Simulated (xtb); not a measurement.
# C2H5BNS− (SMILES S=C1C[BH2-]N1) at GFN1-xTB (coordinate angle, coordinate atoms (3, 2, 5), force constant 0.5 in the program's units, held value 118.8 degree)

Wanted: a structure relaxation of C2H5BNS−. 

Program for the calculation: xtb 6.7.1.

5 further runs of the same task are left out: 2 that didn't finish, 3 set aside as unsound or not needed.

**1. The system as given**

The species is C2H5BNS− (10 atoms), meant as a singlet with charge -1. SMILES: `S=C1C[BH2-]N1`. The shape is that of a GFN2-xTB optimisation. The run starts from this shape.

Bond lengths: S1–C2 1.665 Å, C2–C3 1.497 Å, C3–B4 1.652 Å, C2–N5 1.308 Å, B4–N5 1.570 Å, C3–H6 1.093 Å, C3–H7 1.093 Å, B4–H8 1.204 Å, B4–H9 1.204 Å, N5–H10 1.013 Å. Some angles: S1–C2–C3 132.5°, S1–C2–N5 128.7°, C3–C2–N5 98.8°, C2–C3–B4 84.2°, C3–B4–N5 82.9°, C2–N5–B4 94.1°, C2–C3–H6 112.0°, C2–C3–H7 111.9°, B4–C3–H6 119.5°, B4–C3–H7 119.4°.

**2. A structure relaxation at GFN1-xTB (coordinate angle, coordinate atoms (3, 2, 5), force constant 0.5 in the program's units, held value 118.8 degree)**

Contents of .CHRG:

```
-1
```

Contents of .UHF:

```
0
```

Contents of xtb.inp:

```
$opt
   microcycle=50
$constrain
   force constant=0.5
   angle: 3, 2, 5, 118.8
$end
```

Contents of mol.coord:

```
$coord
      0.070883626935      4.790096677963     -1.653056824778  s
     -0.010979308784      1.785224269934     -0.720684852149  c
      0.674046411393      0.520978595298      1.715928012944  c
     -0.197797633465     -2.088241854018      0.240845594584  b
     -0.730757092393     -0.209060401167     -1.991468979176  n
      2.662416239724      0.798787232879      2.198337298038  h
     -0.460431770265      1.219931597013      3.293452484520  h
      1.454011972071     -3.568086382212     -0.269418253588  h
     -2.101262067016     -3.088417199998      0.984207160228  h
     -1.360149275461     -0.161231432953     -3.798179435147  h
$end
```

Run with:

```sh
xtb mol.coord --input xtb.inp --opt --gfn1 -v --molden | tee xtb.out
```

Q: Predict the results. Wanted: total energy at the end; HOMO energy; LUMO energy; HOMO–LUMO gap; dispersion energy.

**Answer.** As computed:

At GFN1-xTB (coordinate angle, coordinate atoms (3, 2, 5), force constant 0.5 in the program's units, held value 118.8 degree):

| quantity | value |
| --- | --- |
| total energy at the end | -15.39351 Eh |
| HOMO energy | -4.05 eV |
| LUMO energy | -1.00 eV |
| HOMO–LUMO gap | 3.05 eV |
| dispersion energy | -9.23 kJ/mol |

What this shows: At the final geometry: Bond lengths: S1–C2 1.678 Å, C2–C3 1.473 Å, C3–B4 1.699 Å, C2–N5 1.305 Å, B4–N5 1.690 Å, C3–H6 1.090 Å, C3–H7 1.090 Å, B4–H8 1.212 Å, B4–H9 1.212 Å, N5–H10 1.003 Å. Some angles: S1–C2–C3 125.2°, S1–C2–N5 123.5°, C3–C2–N5 111.2°, C2–C3–B4 79.2°, C3–B4–N5 85.2°, C2–N5–B4 84.3°, C2–C3–H6 113.3°, C2–C3–H7 113.3°, B4–C3–H6 118.7°, B4–C3–H7 118.7°.
